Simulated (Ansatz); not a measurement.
# CsLiCr2Te2S3 (P1) in Ansatz: convergence with k mesh

Aim: find how far k mesh must go before the results for CsLiCr2Te2S3 settle, at PBE. This setting moves, with any that are tied to it; all else stays.

Program: Ansatz 0.2.0. These are calculated values, not measurements. Logs are shortened: lines on timing, memory, paths and dates and some standing lists are left out, and cuts for length are marked.

### Step 1. Starting point

The typed cell holds 18 atoms: a = 3.675 Å, b = 6.258 Å, c = 18.879 Å, α = 89.93°, β = 89.72°, γ = 90.00°.

The cell was built by a generator and needn't be a form met in nature.

### Step 2. With k mesh 2 × 2 × 1

Contents of input.yaml:

```yaml
crystal:
  lattice:
    - [3.67471, -0.00018, -0.00146]
    - [0.00068, 6.25849, 0.00267]
    - [0.0997, 0.01509, 18.87835]
  atoms:
    - { symbol: Cs, position: [0.00702, 0.99658, 0.60964] }
    - { symbol: Cs, position: [0.50622, 0.49563, 0.63737] }
    - { symbol: Li, position: [0.49757, 0.8329, 0.98554] }
    - { symbol: Li, position: [0.9976, 0.33501, 0.98513] }
    - { symbol: Cr, position: [0.9939, 0.00068, 0.13453], spin: 3.0 }
    - { symbol: Cr, position: [0.49393, 0.50024, 0.13461], spin: 3.0 }
    - { symbol: Cr, position: [0.00147, 0.6694, 0.83098], spin: 3.0 }
    - { symbol: Cr, position: [0.5014, 0.16737, 0.8334], spin: 3.0 }
    - { symbol: Te, position: [0.01027, 0.59621, 0.46271] }
    - { symbol: Te, position: [0.51068, 0.22697, 0.45459] }
    - { symbol: Te, position: [0.49158, 0.83669, 0.22777] }
    - { symbol: Te, position: [0.99165, 0.33648, 0.22784] }
    - { symbol: S, position: [0.99971, 0.99979, 0.90043] }
    - { symbol: S, position: [0.49974, 0.50461, 0.89926] }
    - { symbol: S, position: [0.99553, 0.66614, 0.07188] }
    - { symbol: S, position: [0.49551, 0.16656, 0.0716] }
    - { symbol: S, position: [0.50316, 0.84068, 0.76492] }
    - { symbol: S, position: [0.00305, 0.32804, 0.76778] }
hamiltonian:
  xc: pbe
  pseudopotentials: { kind: paw }
magnetization:
  spin_polarized: true
kpoints:
  mp_grid: { grid: [2, 2, 1] }
scf:
  occupations: { method: fermi_dirac, width: 0.05 }
output:
  forces: true
  stress: true
  eigenvalues: true
```

Potentials or basis: Ansatz PAW.

Started as:

```console
$ ansatz run input.yaml --threads 8 --pin off --max-ram 20480MiB --backend cpu --events-out ev --progress --plain --runs-dir out
```

Log:

```text
Warning: RAYON_NUM_THREADS=8 ignored (pool sized by the plan → 8); use --threads N
Engine: ansatz 0.2.0, aarch64-unknown-linux-gnu
Pseudopotentials: kind: paw
Pseudopotential: Cs, paw, valence charge 9, recommended cutoff 420 eV (normal), Cs.paw.azcp
Pseudopotential: Li, paw, valence charge 3, recommended cutoff 420 eV (normal), Li.paw.azcp
Pseudopotential: Cr, paw, valence charge 14, recommended cutoff 420 eV (normal), Cr.paw.azcp
Pseudopotential: Te, paw, valence charge 16, recommended cutoff 420 eV (normal), Te.paw.azcp
Pseudopotential: S, paw, valence charge 6, recommended cutoff 420 eV (normal), S.paw.azcp
Functional definition: PBE
  parameter kappa = 0.804
  parameter beta = 0.06672455060314922
  exchange = pbe_x(kappa = kappa, mu = beta*pi^2/3)
  correlation = pbe_c(beta = beta)
Crystal: 18 atoms, lattice volume = 434.168 Å³
Basis set: ecut = 420 eV, 8461 PW (Γ), exchange–correlation on 50×90×256 points (8 copies of the dense FFT grid, shifted against one another)
Bands: 116, of which v1, the nominal top of the filled ones, is band 90 counted from 1 (89 counted from 0)
Symmetry: 1 space group operations
Space group: P1 (ITA 1), of the structure as read, at distance tolerance 7.6e-5 Å
Magnetic group: BNS 1.1 (UNI 1), of the structure as read, at distance tolerance 7.6e-5 Å
k-points: 4
Non-local potential: Cs, projectors of the file, l = 0: 3, l = 1: 2, l = 2: 2, l = 3: 2
Non-local potential: Li, projectors of the file, l = 0: 3, l = 1: 2, l = 2: 1
Non-local potential: Cr, projectors of the file, l = 0: 3, l = 1: 2, l = 2: 3, l = 3: 1
Non-local potential: Te, projectors of the file, l = 0: 2, l = 1: 2, l = 2: 2, l = 3: 2
Non-local potential: S, projectors of the file, l = 0: 2, l = 1: 2, l = 2: 2
PAW form: soft (Blöchl's): semilocal exchange-correlation on the pseudo side does not see the compensation charge
[... 51 lines left out ...]
--- Per-component energies (eV) ---
  E_band       = -2439.751402
  E_kinetic    = 3064.071486
  E_local      = -21127.322690  (includes V_loc(G=0)·N_el)
  E_nonlocal   = -749.014761
  E_hartree    = 10446.287985
  E_xc         = -2008.046549
  E_vxc        = -1933.387490  (∫ρ·V_xc dr)
  E_paw        = -37217.023123  (= ΣΔE_a)
  E_vpaw       = -2586.674488  (= ΣTr[D̂ρ^β])
  E_aug_tail   = 0.000769  (compensation charges beyond the density's cutoff)
  E_ewald      = -11014.027243
  E_smearing   = -0.014488  (= −TS)
  E_closure    = -0.000000  (closes the sum)
  Σ components = -58605.088613   (vs F -58605.088613, Δ=0.00e0)
--- Forces (eV/Å), atoms counted from 1 ---
  atom   1  Cs    -0.00034474     0.04201683    -0.03492394
  atom   2  Cs     0.00001075     0.00547456     0.06653039
  atom   3  Li     0.00007363    -0.00468359    -0.03898857
  atom   4  Li     0.00005480    -0.00004184    -0.04629097
  atom   5  Cr     0.00070008    -0.01862074    -0.11322084
  atom   6  Cr     0.00082943    -0.02587339    -0.10983266
[... 10 lines left out ...]
  atom  17  S     -0.00071842    -0.10852120     0.20557991
  atom  18  S     -0.00053769    -0.07070076     0.15829042
  max |Σ_I F_I| component: 1.01e-4 eV/Å
--- Stress (GPa, compression-positive) ---
        2.895175       0.001584      -0.004324
        0.001584      -0.502543       0.325340
       -0.004324       0.325340      -0.386164
  P = ⅓ Tr σ = 0.6688 GPa (6.688 kbar)
--- Band table (eV; the first three rows and the last of 8) ---
  k-point 0 ↑: bands = ["-65.1020", "-65.0843", "-64.6511", "-64.6489", "-38.3392", "-38.2900", "-36.4675", "-36.4534", "-36.4465", "-36.4301", "-36.4174", "-36.4056", "-36.0699", "-36.0552", "-36.0179", "-36.0158", "-35.9773", "-35.9726", "-28.8150", "-28.7960", "-28.7638", "-28.7140", "-28.6266", "-28.5999", "-28.5854", "-28.5830", "-28.5794", "-28.5760", "-28.5651", "-28.5624", "-28.5516", "-28.5152", "-28.5146", "-28.5126", "-28.4998", "-28.4951", "-28.4798", "-28.4706", "-15.3587", "-14.8187", "-5.9068", "-5.5875", "-4.6490", "-4.5854", "-4.5443", "-4.3962", "-4.3633", "-3.6831", "-3.3142", "-2.3300", "-1.8919", "-1.6643", "-1.4426", "-1.2800", "-0.8007", "-0.7591", "2.2400", "2.3933", "2.7154", "3.1761", "3.3386", "3.5351", "4.1325", "4.1903", "4.3136", "4.4281", "4.4526", "4.5719", "4.5959", "4.6306", "4.8953", "5.0860", "5.2902", "5.4811", "5.9453", "5.9764", "6.2858", "6.3000", "6.4080", "6.4844", "6.6012", "6.6058", "6.6190", "6.7143", "6.7161", "6.8445", "6.9586", "7.0292", "7.0645", "7.1238", "7.1650", "7.2006", "7.2728", "7.6214", "8.2972", "8.4192", "9.0101", "9.3466", "9.4664", "9.4850", "9.7147", "9.7374", "9.7703", "9.9393", "10.0296", "10.1365", "10.5447", "10.6121", "11.3339", "11.8423", "11.9303", "12.1715", "12.3138", "12.3579", "12.5224", "12.5916"]
  k-point 1 ↑: bands = ["-65.1020", "-65.0844", "-64.6510", "-64.6490", "-38.3392", "-38.2900", "-36.4671", "-36.4501", "-36.4466", "-36.4336", "-36.4169", "-36.4061", "-36.0635", "-36.0612", "-36.0181", "-36.0161", "-35.9757", "-35.9742", "-28.8147", "-28.7962", "-28.7636", "-28.7144", "-28.6264", "-28.6001", "-28.5851", "-28.5832", "-28.5760", "-28.5732", "-28.5713", "-28.5624", "-28.5514", "-28.5151", "-28.5148", "-28.5127", "-28.4984", "-28.4965", "-28.4764", "-28.4742", "-15.2302", "-14.9678", "-5.4096", "-5.3367", "-5.1394", "-5.1277", "-4.4115", "-4.3641", "-4.3063", "-3.1544", "-3.1495", "-2.3996", "-2.2778", "-2.1393", "-1.4734", "-1.2443", "-1.1986", "-0.9907", "3.0883", "3.1557", "3.4062", "3.4665", "3.5327", "3.5552", "3.8635", "3.9066", "4.3029", "4.4197", "4.5284", "4.5774", "4.6219", "4.6326", "5.1308", "5.1848", "5.2743", "5.4436", "5.5315", "5.5537", "6.3158", "6.3171", "6.3192", "6.3698", "6.4270", "6.4901", "6.5992", "6.6367", "6.8873", "6.9382", "7.1059", "7.1559", "7.1744", "7.2285", "7.2883", "7.3282", "7.7429", "7.7651", "7.9306", "7.9360", "8.1852", "8.8051", "8.9257", "9.1918", "9.2100", "9.4433", "9.4787", "9.7806", "9.8521", "10.0398", "10.0420", "10.0883", "11.3582", "11.6657", "12.5129", "12.8300", "12.8883", "12.9551", "12.9836", "13.1981"]
  k-point 2 ↑: bands = ["-65.1016", "-65.0839", "-64.6506", "-64.6485", "-38.3385", "-38.2893", "-36.4663", "-36.4489", "-36.4455", "-36.4327", "-36.4271", "-36.4166", "-36.0627", "-36.0605", "-36.0172", "-36.0152", "-35.9858", "-35.9844", "-28.7925", "-28.7909", "-28.7514", "-28.7509", "-28.6215", "-28.6099", "-28.5759", "-28.5752", "-28.5740", "-28.5733", "-28.5704", "-28.5683", "-28.5267", "-28.5250", "-28.5176", "-28.5152", "-28.4980", "-28.4961", "-28.4742", "-28.4720", "-14.9939", "-14.7248", "-4.7592", "-4.7075", "-4.6771", "-4.6222", "-4.3049", "-4.2542", "-3.1604", "-2.8509", "-2.4262", "-2.4171", "-2.3920", "-2.3562", "-2.1098", "-1.9225", "-1.5261", "-1.3710", "2.8922", "2.9142", "2.9688", "2.9733", "3.2218", "3.2564", "3.5425", "3.5500", "3.8024", "3.8207", "4.0873", "4.1227", "4.1853", "4.2239", "4.5740", "4.5929", "4.6651", "4.6752", "4.8695", "4.8800", "5.4493", "5.4526", "5.5508", "5.5581", "5.9868", "6.0008", "6.6219", "6.6274", "6.6670", "6.6765", "6.7491", "6.7589", "6.9677", "6.9687", "7.1415", "7.1426", "7.2220", "7.2458", "7.5417", "7.6288", "7.6374", "7.6926", "8.7268", "8.7720", "8.8882", "8.9687", "9.2200", "9.2665", "9.7411", "9.7434", "10.7616", "10.9001", "11.3695", "11.6573", "12.1691", "12.6889", "12.7783", "13.0837", "13.1693", "13.2014"]
  k-point 3 ↓: bands = ["-62.0551", "-62.0456", "-61.6344", "-61.6341", "-38.3423", "-38.2925", "-33.4927", "-33.4681", "-33.4448", "-33.4410", "-33.4121", "-33.4083", "-33.0944", "-33.0928", "-33.0396", "-33.0385", "-33.0263", "-33.0245", "-28.7930", "-28.7914", "-28.7510", "-28.7505", "-28.6216", "-28.6103", "-28.6033", "-28.6030", "-28.5931", "-28.5927", "-28.5708", "-28.5685", "-28.5450", "-28.5427", "-28.5269", "-28.5254", "-28.5173", "-28.5154", "-28.4987", "-28.4966", "-14.9910", "-14.7237", "-4.7295", "-4.6915", "-4.6844", "-4.6041", "-4.4369", "-4.4211", "-3.4276", "-3.2884", "-2.4834", "-2.4820", "-2.3851", "-2.3089", "-1.6348", "-1.4390", "-1.4191", "-1.3478", "2.5289", "2.5547", "2.6978", "2.7208", "3.2566", "3.2712", "3.5861", "3.5956", "3.7979", "3.8132", "4.8357", "4.8388", "5.0138", "5.0180", "5.2061", "5.2437", "5.3599", "5.4286", "5.4740", "5.4802", "5.5067", "5.5153", "6.1207", "6.1617", "6.7224", "6.7352", "7.1255", "7.1268", "8.6074", "8.6449", "8.8899", "8.9053", "9.0173", "9.0344", "9.3764", "9.4749", "9.7661", "9.8117", "9.8924", "9.9160", "10.1112", "10.1116", "10.2669", "10.2698", "10.5780", "10.8013", "10.8645", "10.8733", "10.9997", "11.0281", "11.1862", "11.1898", "11.4314", "11.7091", "12.3341", "12.3893", "12.5186", "12.5875", "12.8837", "12.9843"]
```

It took 19 s on 8 threads of Arm Neoverse N1, shared host; peak memory 1.9 GiB.

Results:

- Free energy: -58605.0886 eV
- Pressure: 0.7 GPa
- Largest force: 0.272 eV/Å
- Band gap on the k mesh: none (metal or under the smearing width)
- Net moment: 11.96 μB per cell
- Absolute moment: 13.87 μB per cell
- Site moments: Cs +0.00, -0.00; Li -0.01; Cr +2.75, +2.80, +2.76; Te -0.00, -0.11; S -0.07, -0.04, -0.08 μB

### Step 3. With k mesh 3 × 2 × 1

Changes to input.yaml since step 2:

```diff
@@ -30,3 +30,3 @@
 kpoints:
-  mp_grid: { grid: [2, 2, 1] }
+  mp_grid: { grid: [3, 2, 1] }
 scf:
```

Potentials or basis: Ansatz PAW.

Started as:

```console
$ ansatz run input.yaml --threads 8 --pin off --max-ram 20480MiB --backend cpu --events-out ev --progress --plain --runs-dir out
```

It took 33 s on 8 threads of Arm Neoverse N1, shared host; peak memory 1.8 GiB.

Results:

| Item | Value |
| --- | --- |
| Free energy | -58605.9296 eV |
| Pressure | 0.3 GPa |
| Largest force | 0.246 eV/Å |
| Band gap on the k mesh | none (metal or under the smearing width) |
| Net moment | 11.54 μB per cell |
| Absolute moment | 13.69 μB per cell |
| Site moments | Cs +0.00, -0.00; Li -0.01; Cr +2.67, +2.78, +2.75; Te -0.03, -0.12; S -0.06, -0.05, -0.07 μB |

### Step 4. With k mesh 4 × 2 × 1

Changes to input.yaml since step 3:

```diff
@@ -30,3 +30,3 @@
 kpoints:
-  mp_grid: { grid: [3, 2, 1] }
+  mp_grid: { grid: [4, 2, 1] }
 scf:
```

Started as:

```console
$ ansatz run input.yaml --threads 8 --pin off --max-ram 20480MiB --backend cpu --events-out ev --progress --plain --runs-dir out
```

It took 37 s on 8 threads of Arm Neoverse N1, shared host; peak memory 1.9 GiB.

What came out:

```
Free energy            : -58605.8838 eV
Pressure               : 0.2 GPa
Largest force          : 0.098 eV/Å
Band gap on the k mesh : none (metal or under the smearing width)
Net moment             : 11.48 μB per cell
Absolute moment        : 13.51 μB per cell
Site moments           : Cs +0.00, -0.00; Li -0.01; Cr +2.63, +2.78, +2.74; Te -0.00, -0.13; S -0.05, -0.06, -0.07 μB
```

### Step 5. With k mesh 4 × 3 × 1

Changes to input.yaml since step 4:

```diff
@@ -30,3 +30,3 @@
 kpoints:
-  mp_grid: { grid: [4, 2, 1] }
+  mp_grid: { grid: [4, 3, 1] }
 scf:
```

Started as:

```console
$ ansatz run input.yaml --threads 8 --pin off --max-ram 20480MiB --backend cpu --events-out ev --progress --plain --runs-dir out
```

It took 58 s on 8 threads of Arm Neoverse N1, shared host; peak memory 2.2 GiB.

What came out:

| Item | Value |
| --- | --- |
| Free energy | -58605.8360 eV |
| Pressure | 0.1 GPa |
| Largest force | 0.062 eV/Å |
| Band gap on the k mesh | none (metal or under the smearing width) |
| Net moment | 11.16 μB per cell |
| Absolute moment | 13.68 μB per cell |
| Site moments | Cs -0.00; Li -0.01; Cr +2.61, +2.78, +2.74; Te -0.04, -0.05, -0.15; S -0.05, -0.06, -0.07 μB |

### Step 6. With k mesh 5 × 3 × 1

Changes to input.yaml since step 5:

```diff
@@ -30,3 +30,3 @@
 kpoints:
-  mp_grid: { grid: [4, 3, 1] }
+  mp_grid: { grid: [5, 3, 1] }
 scf:
```

Potentials or basis: Ansatz PAW.

Started as:

```console
$ ansatz run input.yaml --threads 8 --pin off --max-ram 20480MiB --backend cpu --events-out ev --progress --plain --runs-dir out
```

Wall time 70 s (8 threads of Arm Neoverse N1, shared host); peak memory 2.4 GiB.

It converged, with:

```
Free energy            : -58605.8757 eV
Pressure               : 0.0 GPa
Largest force          : 0.141 eV/Å
Band gap on the k mesh : none (metal or under the smearing width)
Net moment             : 11.29 μB per cell
Absolute moment        : 13.52 μB per cell
Site moments           : Cs +0.00, -0.00; Li -0.01; Cr +2.60, +2.77, +2.74; Te +0.00, -0.16; S -0.05, -0.06 μB
```

### Step 7. With k mesh 7 × 4 × 2

Changes to input.yaml since step 6:

```diff
@@ -30,3 +30,3 @@
 kpoints:
-  mp_grid: { grid: [5, 3, 1] }
+  mp_grid: { grid: [7, 4, 2] }
 scf:
```

Started as:

```console
$ ansatz run input.yaml --threads 8 --pin off --max-ram 20480MiB --backend cpu --events-out ev --progress --plain --runs-dir out
```

Run time: 4.1 min. Hardware: 8 threads of Arm Neoverse N1, shared host; peak memory 3.5 GiB.

Results (log left out):

| Item | Value |
| --- | --- |
| Free energy | -58606.0245 eV |
| Pressure | 0.0 GPa |
| Largest force | 0.051 eV/Å |
| Band gap on the k mesh | none (metal or under the smearing width) |
| Net moment | 11.39 μB per cell |
| Absolute moment | 13.52 μB per cell |
| Site moments | Cs +0.00, -0.00; Li -0.01; Cr +2.63, +2.62, +2.77, +2.74; Te -0.00, -0.15; S -0.05, -0.06 μB |

### Step 8. With k mesh 8 × 5 × 2

Changes to input.yaml since step 7:

```diff
@@ -30,3 +30,3 @@
 kpoints:
-  mp_grid: { grid: [7, 4, 2] }
+  mp_grid: { grid: [8, 5, 2] }
 scf:
```

Started as:

```console
$ ansatz run input.yaml --threads 8 --pin off --max-ram 20480MiB --backend cpu --events-out ev --progress --plain --runs-dir out
```

Wall time 5.8 min (8 threads of Arm Neoverse N1, shared host); peak memory 4.2 GiB.

The run converged. Its results:

| Property | Result |
| --- | --- |
| Free energy | -58605.9943 eV |
| Pressure | 0.0 GPa |
| Largest force | 0.034 eV/Å |
| Band gap on the k mesh | none (metal or under the smearing width) |
| Net moment | 11.45 μB per cell |
| Absolute moment | 13.52 μB per cell |
| Site moments | Cs +0.00, -0.00; Li -0.01; Cr +2.64, +2.63, +2.77, +2.74; Te -0.00, -0.14; S -0.05, -0.06 μB |

### Step 9. With k mesh 10 × 6 × 2

Changes to input.yaml since step 8:

```diff
@@ -30,3 +30,3 @@
 kpoints:
-  mp_grid: { grid: [8, 5, 2] }
+  mp_grid: { grid: [10, 6, 2] }
 scf:
```

Potentials or basis: Ansatz PAW.

Started as:

```console
$ ansatz run input.yaml --threads 8 --pin off --max-ram 20480MiB --backend cpu --events-out ev --progress --plain --runs-dir out
```

Run time: 8.5 min. Hardware: 8 threads of Arm Neoverse N1, shared host; peak memory 4.9 GiB.

It converged, with:

```yaml
Free_energy: -58605.9960 eV
Pressure: 0.0 GPa
Largest_force: 0.052 eV/Å
Band_gap_on_the_k_mesh: none (metal or under the smearing width)
Net_moment: 11.42 μB per cell
Absolute_moment: 13.50 μB per cell
Site_moments: Cs +0.00, -0.00; Li -0.01; Cr +2.63, +2.77, +2.74; Te -0.00, -0.14; S -0.05, -0.06 μB
```

### Step 10. With k mesh 12 × 7 × 3

Changes to input.yaml since step 9:

```diff
@@ -30,3 +30,3 @@
 kpoints:
-  mp_grid: { grid: [10, 6, 2] }
+  mp_grid: { grid: [12, 7, 3] }
 scf:
```

Started as:

```console
$ ansatz run input.yaml --threads 8 --pin off --max-ram 20480MiB --backend cpu --events-out ev --progress --plain --runs-dir out
```

It took 21 min on 8 threads of Arm Neoverse N1, shared host; peak memory 8.2 GiB.

It converged, with:

| Item | Value |
| --- | --- |
| Free energy | -58606.0086 eV |
| Pressure | 0.0 GPa |
| Largest force | 0.065 eV/Å |
| Band gap on the k mesh | none (metal or under the smearing width) |
| Net moment | 11.42 μB per cell |
| Absolute moment | 13.50 μB per cell |
| Site moments | Cs +0.00, -0.00; Li -0.01; Cr +2.63, +2.77, +2.74; Te -0.00, -0.14; S -0.05, -0.06 μB |

### Step 11. The series at a glance

```csv
k mesh,"energy less the tightest run, at zero smearing (meV/atom)",pressure (GPa),largest force (eV/Å),absolute moment (μB),SCF cycles,CPU time (s),peak memory (GiB)
2 × 2 × 1,50.73,0.67,0.272,13.87,26,130,1.9
3 × 2 × 1,5.06,0.30,0.246,13.69,27,230,1.8
4 × 2 × 1,7.04,0.15,0.098,13.51,26,270,1.9
4 × 3 × 1,9.96,0.09,0.062,13.68,27,450,2.2
5 × 3 × 1,7.64,0.01,0.141,13.52,26,530,2.4
7 × 4 × 2,-0.74,0.00,0.051,13.52,26,1900,3.5
8 × 5 × 2,1.00,0.02,0.034,13.52,26,2700,4.2
10 × 6 × 2,0.84,0.00,0.052,13.50,26,4000,4.9
12 × 7 × 3,0.00,0.00,0.065,13.50,26,8600,8.2
```

Against the tightest run, the energy stays within 1 meV/atom from 10 × 6 × 2 on; the pressure stays within 0.1 GPa from 4 × 3 × 1 on; the absolute moment stays within 0.02 μB from 5 × 3 × 1 on. Not settled before the last step: the largest force (to 0.005 eV/Å). Meshes of other sizes hit other points, so gaps and Fermi surfaces needn't settle smoothly. The tightest run that finished is the yardstick and may itself not be fully converged.

Caveats: only a ferromagnetic start was run, and an antiferromagnetic order may lie lower in energy.
